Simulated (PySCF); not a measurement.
**Cr: excitation energy in aug-cc-pVTZ-DK**

Wanted: the excitation energy of chromium, up a ladder of methods.

Program: PySCF 2.14.0. Level of theory: unrestricted determinants in a Gaussian basis, no spin-orbit coupling in the energies. These are calculated values, not measurements, unless marked.

## Step 1: Starting point

```
Element                                   : chromium (Z = 24)
Basis                                     : aug-cc-pVTZ-DK (8s7p5d3f2g, 93 functions)
Hamiltonian                               : scalar relativity by spin-free X2C-1e
State 1                                   : Cr: [Ar] 3d4 4s1 5s1, high-spin 7D determinant (an excited configuration)
Needed too, but not shown                 : Cr [Ar] 3d5 4s1 (7S)
Methods                                   : UHF, LDA, PBE, PBE0, r2SCAN, TPSS, BP86, M06-2X, MP2
Core shells frozen in the correlated runs : valence: [Ar] (for Cr)
```

The outer shells:

Cr [Ar] 3d4 4s1 5s1
```
[Ar] core
3d [↑ ][↑ ][↑ ][↑ ][  ]
4s [↑ ]
5s [↑ ]
```

The runs were made by one driver on top of PySCF. The scripts below sum up each run's settings (the driver also hands on starting orbitals that pick excited configurations, and frozen orbitals as a list rather than a count), and the logs come from the driver's own runs. The driver starts from symmetry-adapted Hartree-Fock orbitals, holds the occupation by maximum overlap and uses a logarithmic radial grid for functionals, so a plain start would take other cycles.

The integrals over 93 functions and the set-up took 5.4 s of CPU time.

## Step 2: Cr [Ar] 3d4 4s1 5s1, method by method

**UHF**

Contents of input.py:

```python
from pyscf import gto, scf, dft, mp, cc
import basis_set_exchange as bse
mol = gto.M(atom="Cr 0 0 0", charge=0, spin=6, symmetry="D2h",
            basis=gto.basis.parse(bse.get_basis("aug-cc-pVTZ-DK", elements=["Cr"], fmt="nwchem")),
            nucmod="G")
mf = scf.UHF(mol).sfx2c1e()
mf.irrep_nelec = {'Ag': (6, 3), 'B1g': (1, 0), 'B2g': (1, 0), 'B3g': (1, 0), 'B1u': (2, 2), 'B2u': (2, 2), 'B3u': (2, 2)}
mf.kernel()
```

The log of the run:

```text
damping factor = 0
level_shift factor = 0
DIIS = <class 'pyscf.scf.diis.CDIIS'>
diis_start_cycle = 1
diis_space = 10
diis_damp = 0
SCF conv_tol = 1e-09
SCF conv_tol_grad = None
number electrons alpha = 15  beta = 9
cycle= 1 E= -1049.49068786299  delta_E= -0.00479  |g|= 0.0255  |ddm|= 0.047
cycle= 2 E= -1049.49082356193  delta_E= -0.000136  |g|= 0.00512  |ddm|= 0.0116
cycle= 3 E= -1049.49083039263  delta_E= -6.83e-06  |g|= 0.000561  |ddm|= 0.00871
cycle= 4 E= -1049.4908305515  delta_E= -1.59e-07  |g|= 0.000248  |ddm|= 0.00305
cycle= 5 E= -1049.49083059935  delta_E= -4.79e-08  |g|= 4.15e-05  |ddm|= 0.0016
cycle= 6 E= -1049.49083062065  delta_E= -2.13e-08  |g|= 2.26e-05  |ddm|= 0.000848
cycle= 7 E= -1049.49083063195  delta_E= -1.13e-08  |g|= 9.39e-06  |ddm|= 0.000812
cycle= 8 E= -1049.49083063375  delta_E= -1.8e-09  |g|= 8.5e-07  |ddm|= 0.000435
cycle= 9 E= -1049.49083063376  delta_E= -5e-12  |g|= 1.29e-07  |ddm|= 3.34e-05
converged SCF energy = -1049.49083063376  <S^2> = 12.001125  2S+1 = 7.0003214
```

CPU time 37 s on a shared host, the integrals not counted.

The occupied shells:

| shell | electrons | mean orbital energy (eV) | spread (eV) | rms radius (bohr) |
| --- | --- | --- | --- | --- |
| 1s α | 1 | -6051.4 | 0 | 0.0734 |
| 1s β | 1 | -6051.2 | 0 | 0.0734 |
| 2s α | 1 | -734.31 | 0 | 0.316 |
| 2s β | 1 | -731.70 | 0 | 0.316 |
| 2p α | 3 | -615.51 | 0.029 | 0.287 |
| 2p β | 3 | -612.98 | 0.758 | 0.287 |
| 3s α | 1 | -105.12 | 0 | 0.964 |
| 3s β | 1 | -96.501 | 0 | 0.964 |
| 3p α | 3 | -70.727 | 1.286 | 1.04 |
| 3p β | 3 | -60.502 | 1.928 | 1.04 |
| 3d α | 4 | -19.584 | 1.710 | 1.38 |
| 4s α | 1 | -11.048 | 0 | 3.20 |
| 5s α | 1 | -2.322 | 0 | 9.26 |

⟨S²⟩ = 12.001, ⟨L²⟩ = 6.02.

Spin-orbit constants on these orbitals (cm⁻¹; bare nucleus, screened nucleus, mean field): 3d 473.3, 276.1, 243.4. To first order in LS coupling the lowest level has J = 1 and lies 0.0402 eV below the centre of the term.

**LDA**

input.py, as changed from the run before:

```diff
@@ -5,3 +5,3 @@
             nucmod="G")
-mf = scf.UHF(mol).sfx2c1e()
+mf = dft.UKS(mol, xc="LDA,VWN").sfx2c1e()
 mf.irrep_nelec = {'Ag': (6, 3), 'B1g': (1, 0), 'B2g': (1, 0), 'B3g': (1, 0), 'B1u': (2, 2), 'B2u': (2, 2), 'B3u': (2, 2)}
```

The log of the run:

```text
damping factor = 0
level_shift factor = 0
DIIS = <class 'pyscf.scf.diis.CDIIS'>
diis_start_cycle = 1
diis_space = 10
diis_damp = 0
SCF conv_tol = 1e-09
SCF conv_tol_grad = None
number electrons alpha = 15  beta = 9
XC functionals = LDA,VWN
    P. A. M. Dirac.,  Math. Proc. Cambridge Philos. Soc. 26, 376 (1930)
    F. Bloch.,  Z. Phys. 57, 545 (1929)
    S. H. Vosko, L. Wilk, and M. Nusair.,  Can. J. Phys. 58, 1200 (1980)
cycle= 1 E= -1048.23063402359  delta_E= -0.0188  |g|= 0.0766  |ddm|= 2.52
cycle= 2 E= -1048.22945689422  delta_E= 0.00118  |g|= 0.107  |ddm|= 0.613
cycle= 3 E= -1048.23209312604  delta_E= -0.00264  |g|= 0.002  |ddm|= 0.421
cycle= 4 E= -1048.2320944795  delta_E= -1.35e-06  |g|= 0.000268  |ddm|= 0.011
cycle= 5 E= -1048.23209462738  delta_E= -1.48e-07  |g|= 3.67e-05  |ddm|= 0.00343
cycle= 6 E= -1048.23209468174  delta_E= -5.44e-08  |g|= 1.08e-05  |ddm|= 0.00275
cycle= 7 E= -1048.23209468685  delta_E= -5.12e-09  |g|= 1.72e-07  |ddm|= 0.00112
cycle= 8 E= -1048.23209468685  delta_E= 4.55e-13  |g|= 2.31e-08  |ddm|= 1.5e-05
converged SCF energy = -1048.23209468685  <S^2> = 12.000153  2S+1 = 7.0000437
```

It used 2.2 s of CPU time after the integrals (shared host).

**PBE**

input.py, as changed from the run before:

```diff
@@ -5,3 +5,3 @@
             nucmod="G")
-mf = dft.UKS(mol, xc="LDA,VWN").sfx2c1e()
+mf = dft.UKS(mol, xc="PBE").sfx2c1e()
 mf.irrep_nelec = {'Ag': (6, 3), 'B1g': (1, 0), 'B2g': (1, 0), 'B3g': (1, 0), 'B1u': (2, 2), 'B2u': (2, 2), 'B3u': (2, 2)}
```

The log of the run:

```text
damping factor = 0
level_shift factor = 0
DIIS = <class 'pyscf.scf.diis.CDIIS'>
diis_start_cycle = 1
diis_space = 10
diis_damp = 0
SCF conv_tol = 1e-09
SCF conv_tol_grad = None
number electrons alpha = 15  beta = 9
XC functionals = PBE
    J. P. Perdew, K. Burke, and M. Ernzerhof.,  Phys. Rev. Lett. 77, 3865 (1996)
    J. P. Perdew, K. Burke, and M. Ernzerhof.,  Phys. Rev. Lett. 78, 1396 (1997)
    J. P. Perdew, K. Burke, and M. Ernzerhof.,  Phys. Rev. Lett. 77, 3865 (1996)
    J. P. Perdew, K. Burke, and M. Ernzerhof.,  Phys. Rev. Lett. 78, 1396 (1997)
cycle= 1 E= -1050.32800587554  delta_E= -0.014  |g|= 0.0589  |ddm|= 2.03
cycle= 2 E= -1050.32743592216  delta_E= 0.00057  |g|= 0.0799  |ddm|= 0.511
cycle= 3 E= -1050.32893201352  delta_E= -0.0015  |g|= 0.00183  |ddm|= 0.306
cycle= 4 E= -1050.32893412766  delta_E= -2.11e-06  |g|= 0.000271  |ddm|= 0.0286
cycle= 5 E= -1050.32893483463  delta_E= -7.07e-07  |g|= 9.22e-05  |ddm|= 0.0122
cycle= 6 E= -1050.32893522593  delta_E= -3.91e-07  |g|= 4.73e-05  |ddm|= 0.00738
cycle= 7 E= -1050.32893536572  delta_E= -1.4e-07  |g|= 5.68e-06  |ddm|= 0.00702
cycle= 8 E= -1050.32893536598  delta_E= -2.58e-10  |g|= 1.32e-06  |ddm|= 0.000424
converged SCF energy = -1050.32893536598  <S^2> = 12.000211  2S+1 = 7.0000602
```

CPU time 3.8 s on a shared host, the integrals not counted.

**PBE0**

input.py, as changed from the run before:

```diff
@@ -5,3 +5,3 @@
             nucmod="G")
-mf = dft.UKS(mol, xc="PBE").sfx2c1e()
+mf = dft.UKS(mol, xc="PBE0").sfx2c1e()
 mf.irrep_nelec = {'Ag': (6, 3), 'B1g': (1, 0), 'B2g': (1, 0), 'B3g': (1, 0), 'B1u': (2, 2), 'B2u': (2, 2), 'B3u': (2, 2)}
```

The log of the run:

```text
damping factor = 0
level_shift factor = 0
DIIS = <class 'pyscf.scf.diis.CDIIS'>
diis_start_cycle = 1
diis_space = 10
diis_damp = 0
SCF conv_tol = 1e-09
SCF conv_tol_grad = None
number electrons alpha = 15  beta = 9
XC functionals = PBE0
    C. Adamo and V. Barone.,  J. Chem. Phys. 110, 6158 (1999)
    M. Ernzerhof and G. E. Scuseria.,  J. Chem. Phys. 110, 5029 (1999)
cycle= 1 E= -1050.35678821802  delta_E= -0.00881  |g|= 0.0235  |ddm|= 1.41
cycle= 2 E= -1050.35688710678  delta_E= -9.89e-05  |g|= 0.0174  |ddm|= 0.241
cycle= 3 E= -1050.35695451637  delta_E= -6.74e-05  |g|= 0.00358  |ddm|= 0.0887
cycle= 4 E= -1050.35695863495  delta_E= -4.12e-06  |g|= 0.000279  |ddm|= 0.0437
cycle= 5 E= -1050.35695906497  delta_E= -4.3e-07  |g|= 7.06e-05  |ddm|= 0.018
cycle= 6 E= -1050.35695920437  delta_E= -1.39e-07  |g|= 3.61e-05  |ddm|= 0.00553
cycle= 7 E= -1050.35695926019  delta_E= -5.58e-08  |g|= 7.39e-06  |ddm|= 0.00304
cycle= 8 E= -1050.35695926212  delta_E= -1.93e-09  |g|= 6.17e-07  |ddm|= 0.00087
cycle= 9 E= -1050.35695926213  delta_E= -6.37e-12  |g|= 5.52e-07  |ddm|= 6.72e-05
converged SCF energy = -1050.35695926213  <S^2> = 12.000343  2S+1 = 7.000098
```

CPU time 5.5 s on a shared host, the integrals not counted.

**r2SCAN**

input.py, as changed from the run before:

```diff
@@ -5,3 +5,3 @@
             nucmod="G")
-mf = dft.UKS(mol, xc="PBE0").sfx2c1e()
+mf = dft.UKS(mol, xc="R2SCAN").sfx2c1e()
 mf.irrep_nelec = {'Ag': (6, 3), 'B1g': (1, 0), 'B2g': (1, 0), 'B3g': (1, 0), 'B1u': (2, 2), 'B2u': (2, 2), 'B3u': (2, 2)}
```

The log of the run:

```text
damping factor = 0
level_shift factor = 0
DIIS = <class 'pyscf.scf.diis.CDIIS'>
diis_start_cycle = 1
diis_space = 10
diis_damp = 0
SCF conv_tol = 1e-09
SCF conv_tol_grad = None
number electrons alpha = 15  beta = 9
XC functionals = R2SCAN
    J. W. Furness, A. D. Kaplan, J. Ning, J. P. Perdew, and J. Sun.,  J. Phys. Chem. Lett. 11, 8208-8215 (2020)
    J. W. Furness, A. D. Kaplan, J. Ning, J. P. Perdew, and J. Sun.,  J. Phys. Chem. Lett. 11, 9248-9248 (2020)
    J. W. Furness, A. D. Kaplan, J. Ning, J. P. Perdew, and J. Sun.,  J. Phys. Chem. Lett. 11, 8208-8215 (2020)
    J. W. Furness, A. D. Kaplan, J. Ning, J. P. Perdew, and J. Sun.,  J. Phys. Chem. Lett. 11, 9248-9248 (2020)
cycle= 1 E= -1050.52899163009  delta_E= -0.0109  |g|= 0.0442  |ddm|= 1.16
cycle= 2 E= -1050.52888862641  delta_E= 0.000103  |g|= 0.0512  |ddm|= 0.392
cycle= 3 E= -1050.5295047535  delta_E= -0.000616  |g|= 0.00224  |ddm|= 0.192
cycle= 4 E= -1050.52950686809  delta_E= -2.11e-06  |g|= 0.000422  |ddm|= 0.0257
cycle= 5 E= -1050.52950733644  delta_E= -4.68e-07  |g|= 7.06e-05  |ddm|= 0.00996
cycle= 6 E= -1050.52950748674  delta_E= -1.5e-07  |g|= 2.83e-05  |ddm|= 0.00518
cycle= 7 E= -1050.52950751898  delta_E= -3.22e-08  |g|= 2.47e-06  |ddm|= 0.00317
cycle= 8 E= -1050.52950751919  delta_E= -2.12e-10  |g|= 3.03e-07  |ddm|= 0.000242
converged SCF energy = -1050.52950751919  <S^2> = 12.000493  2S+1 = 7.0001407
```

CPU time 7.6 s on a shared host, the integrals not counted.

**TPSS**

input.py, as changed from the run before:

```diff
@@ -5,3 +5,3 @@
             nucmod="G")
-mf = dft.UKS(mol, xc="R2SCAN").sfx2c1e()
+mf = dft.UKS(mol, xc="TPSS").sfx2c1e()
 mf.irrep_nelec = {'Ag': (6, 3), 'B1g': (1, 0), 'B2g': (1, 0), 'B3g': (1, 0), 'B1u': (2, 2), 'B2u': (2, 2), 'B3u': (2, 2)}
```

The log of the run:

```text
damping factor = 0
level_shift factor = 0
DIIS = <class 'pyscf.scf.diis.CDIIS'>
diis_start_cycle = 1
diis_space = 10
diis_damp = 0
SCF conv_tol = 1e-09
SCF conv_tol_grad = None
number electrons alpha = 15  beta = 9
XC functionals = TPSS
    J. Tao, J. P. Perdew, V. N. Staroverov, and G. E. Scuseria.,  Phys. Rev. Lett. 91, 146401 (2003)
    J. P. Perdew, J. Tao, V. N. Staroverov, and G. E. Scuseria.,  J. Chem. Phys. 120, 6898 (2004)
    J. Tao, J. P. Perdew, V. N. Staroverov, and G. E. Scuseria.,  Phys. Rev. Lett. 91, 146401 (2003)
    J. P. Perdew, J. Tao, V. N. Staroverov, and G. E. Scuseria.,  J. Chem. Phys. 120, 6898 (2004)
cycle= 1 E= -1050.58402429362  delta_E= -0.0125  |g|= 0.058  |ddm|= 1.65
cycle= 2 E= -1050.58355280099  delta_E= 0.000471  |g|= 0.0759  |ddm|= 0.495
cycle= 3 E= -1050.58490138963  delta_E= -0.00135  |g|= 0.00171  |ddm|= 0.281
cycle= 4 E= -1050.58490225254  delta_E= -8.63e-07  |g|= 0.000304  |ddm|= 0.0255
cycle= 5 E= -1050.58490233073  delta_E= -7.82e-08  |g|= 2.28e-05  |ddm|= 0.00779
cycle= 6 E= -1050.58490233972  delta_E= -8.99e-09  |g|= 8.66e-06  |ddm|= 0.00116
cycle= 7 E= -1050.58490234169  delta_E= -1.97e-09  |g|= 1.7e-06  |ddm|= 0.000676
cycle= 8 E= -1050.5849023417  delta_E= -1.05e-11  |g|= 3.08e-07  |ddm|= 6.9e-05
converged SCF energy = -1050.5849023417  <S^2> = 12.000283  2S+1 = 7.0000808
```

CPU time 7.7 s on a shared host, the integrals not counted.

**BP86**

input.py, as changed from the run before:

```diff
@@ -5,3 +5,3 @@
             nucmod="G")
-mf = dft.UKS(mol, xc="TPSS").sfx2c1e()
+mf = dft.UKS(mol, xc="B88,P86").sfx2c1e()
 mf.irrep_nelec = {'Ag': (6, 3), 'B1g': (1, 0), 'B2g': (1, 0), 'B3g': (1, 0), 'B1u': (2, 2), 'B2u': (2, 2), 'B3u': (2, 2)}
```

The log of the run:

```text
damping factor = 0
level_shift factor = 0
DIIS = <class 'pyscf.scf.diis.CDIIS'>
diis_start_cycle = 1
diis_space = 10
diis_damp = 0
SCF conv_tol = 1e-09
SCF conv_tol_grad = None
number electrons alpha = 15  beta = 9
XC functionals = B88,P86
    A. D. Becke.,  Phys. Rev. A 38, 3098 (1988)
    J. P. Perdew.,  Phys. Rev. B 33, 8822 (1986)
cycle= 1 E= -1050.70953422553  delta_E= -0.0149  |g|= 0.0587  |ddm|= 2.12
cycle= 2 E= -1050.70893660622  delta_E= 0.000598  |g|= 0.081  |ddm|= 0.498
cycle= 3 E= -1050.71048432707  delta_E= -0.00155  |g|= 0.00197  |ddm|= 0.31
cycle= 4 E= -1050.71048903383  delta_E= -4.71e-06  |g|= 0.000347  |ddm|= 0.0275
cycle= 5 E= -1050.71049181682  delta_E= -2.78e-06  |g|= 0.000204  |ddm|= 0.0164
cycle= 6 E= -1050.71049481515  delta_E= -3e-06  |g|= 0.000112  |ddm|= 0.0222
cycle= 7 E= -1050.71049607023  delta_E= -1.26e-06  |g|= 1.36e-05  |ddm|= 0.0248
cycle= 8 E= -1050.71049607369  delta_E= -3.46e-09  |g|= 3.24e-06  |ddm|= 0.00173
cycle= 9 E= -1050.71049607379  delta_E= -9.62e-11  |g|= 1.02e-07  |ddm|= 0.000232
converged SCF energy = -1050.71049607379  <S^2> = 12.000196  2S+1 = 7.0000561
```

It used 3.8 s of CPU time after the integrals (shared host).

**M06-2X**

input.py, as changed from the run before:

```diff
@@ -5,3 +5,3 @@
             nucmod="G")
-mf = dft.UKS(mol, xc="B88,P86").sfx2c1e()
+mf = dft.UKS(mol, xc="M062X").sfx2c1e()
 mf.irrep_nelec = {'Ag': (6, 3), 'B1g': (1, 0), 'B2g': (1, 0), 'B3g': (1, 0), 'B1u': (2, 2), 'B2u': (2, 2), 'B3u': (2, 2)}
```

The log of the run:

```text
damping factor = 0
level_shift factor = 0
DIIS = <class 'pyscf.scf.diis.CDIIS'>
diis_start_cycle = 1
diis_space = 10
diis_damp = 0
SCF conv_tol = 1e-09
SCF conv_tol_grad = None
number electrons alpha = 15  beta = 9
XC functionals = M062X
    Y. Zhao and D. G. Truhlar.,  Theor. Chem. Acc. 120, 215 (2008)
    Y. Zhao and D. G. Truhlar.,  Theor. Chem. Acc. 120, 215 (2008)
cycle= 1 E= -1050.54414237725  delta_E= -0.00655  |g|= 0.0163  |ddm|= 1.84
cycle= 2 E= -1050.54426679808  delta_E= -0.000124  |g|= 0.00555  |ddm|= 0.252
cycle= 3 E= -1050.5442907099  delta_E= -2.39e-05  |g|= 0.00333  |ddm|= 0.159
cycle= 4 E= -1050.54430122454  delta_E= -1.05e-05  |g|= 0.00263  |ddm|= 0.108
cycle= 5 E= -1050.54430405922  delta_E= -2.83e-06  |g|= 0.00209  |ddm|= 0.0318
cycle= 6 E= -1050.54430532593  delta_E= -1.27e-06  |g|= 0.00395  |ddm|= 0.0286
cycle= 7 E= -1050.54430822467  delta_E= -2.9e-06  |g|= 0.00222  |ddm|= 0.0687
cycle= 8 E= -1050.54431029923  delta_E= -2.07e-06  |g|= 0.00216  |ddm|= 0.0606
cycle= 9 E= -1050.54431084634  delta_E= -5.47e-07  |g|= 0.00397  |ddm|= 0.0462
cycle= 10 E= -1050.54431256726  delta_E= -1.72e-06  |g|= 0.00252  |ddm|= 0.0821
[... 99 lines left out ...]
cycle= 45 E= -1050.61212606141  delta_E= -0.00317  |g|= 0.193  |ddm|= 2.34
cycle= 46 E= -1050.60922340385  delta_E= 0.0029  |g|= 0.182  |ddm|= 2.36
cycle= 47 E= -1050.61381259485  delta_E= -0.00459  |g|= 0.118  |ddm|= 2.34
cycle= 48 E= -1050.61668081527  delta_E= -0.00287  |g|= 0.108  |ddm|= 2.21
cycle= 49 E= -1050.62101921534  delta_E= -0.00434  |g|= 0.0981  |ddm|= 2.34
cycle= 50 E= -1050.61603648237  delta_E= 0.00498  |g|= 0.0925  |ddm|= 2.34
cycle= 51 E= -1050.62379776315  delta_E= -0.00776  |g|= 0.102  |ddm|= 2.44
cycle= 52 E= -1050.61562560147  delta_E= 0.00817  |g|= 0.0919  |ddm|= 2.46
cycle= 53 E= -1050.62505081567  delta_E= -0.00943  |g|= 0.103  |ddm|=  2.6
cycle= 54 E= -1050.61669426247  delta_E= 0.00836  |g|= 0.0921  |ddm|= 2.61
[... the stored log ends here ...]
```

CPU time 2.5 min on a shared host, the integrals not counted.

This run did not converge, so its energy enters no difference.

**MP2 (valence)**

input.py, as changed from the run before:

```diff
@@ -5,4 +5,5 @@
             nucmod="G")
-mf = dft.UKS(mol, xc="M062X").sfx2c1e()
+mf = scf.UHF(mol).sfx2c1e()
 mf.irrep_nelec = {'Ag': (6, 3), 'B1g': (1, 0), 'B2g': (1, 0), 'B3g': (1, 0), 'B1u': (2, 2), 'B2u': (2, 2), 'B3u': (2, 2)}
 mf.kernel()
+mp.UMP2(mf, frozen=9).kernel()
```

No log was kept for this step.

It used 0.49 s of CPU time after the integrals (shared host).

With 6 electrons correlated, the MP2 correlation energy is -0.05765 hartree (-0.05765 same spin, 0.00000 opposite spin); the SCS form gives -0.01922. Largest pairs of shells: 3d-3d -0.0425, 3d-4s -0.0119, 4s-5s -0.0020, 3d-5s -0.0012, 4s-4s 0.0000.

Radial density 4πr²ρ of Cr at UHF:

| r (bohr) | density | spin density |
| --- | --- | --- |
| 0.000867 | 0.125 | 0.000 |
| 0.00146 | 0.320 | 0.000 |
| 0.00245 | 0.806 | 0.000 |
| 0.00413 | 1.97 | 0.001 |
| 0.00694 | 4.61 | 0.002 |
| 0.0117 | 9.93 | 0.004 |
| 0.0196 | 18.5 | 0.007 |
| 0.0330 | 27.1 | 0.009 |
| 0.0556 | 27.5 | 0.004 |
| 0.0935 | 21.9 | 0.006 |
| 0.157 | 28.3 | 0.085 |
| 0.264 | 27.5 | 0.455 |
| 0.445 | 10.8 | 1.711 |
| 0.748 | 13.3 | 3.175 |
| 1.26 | 6.94 | 2.353 |
| 2.12 | 1.31 | 1.033 |
| 3.56 | 0.333 | 0.331 |
| 5.99 | 0.114 | 0.114 |
| 10.1 | 0.121 | 0.121 |
| 16.9 | 0.00385 | 0.004 |

## Step 3: Differences of total energies

Excitation energy: Cr [Ar] 3d5 4s1 (7S) → Cr [Ar] 3d4 4s1 5s1 (7D).

| method | value (eV) |
| --- | --- |
| UHF | 4.449 |
| LDA | 6.727 |
| PBE | 6.367 |
| PBE0 | 6.003 |
| r2SCAN | 6.297 |
| TPSS | 6.240 |
| BP86 | 6.435 |
| MP2 (valence) | 5.494 |
| SCS-MP2 (valence) | 4.797 |

A first-order spin-orbit estimate (lowest level to lowest level, LS coupling) adds -0.040 eV.

The differences also use runs on Cr [Ar] 3d5 4s1 (7S), which are not shown here.

## Step 4: Results

| quantity | value |
| --- | --- |
| excitation energy, Cr → [Ar] 3d4 4s1 5s1 | UHF 4.449, MP2 (valence) 5.494 eV |

In words: The methods span 2.279 eV, from UHF (4.449) to LDA (6.727). No reference value is at hand in this session. All values hold for this basis alone; no basis-set limit was taken.
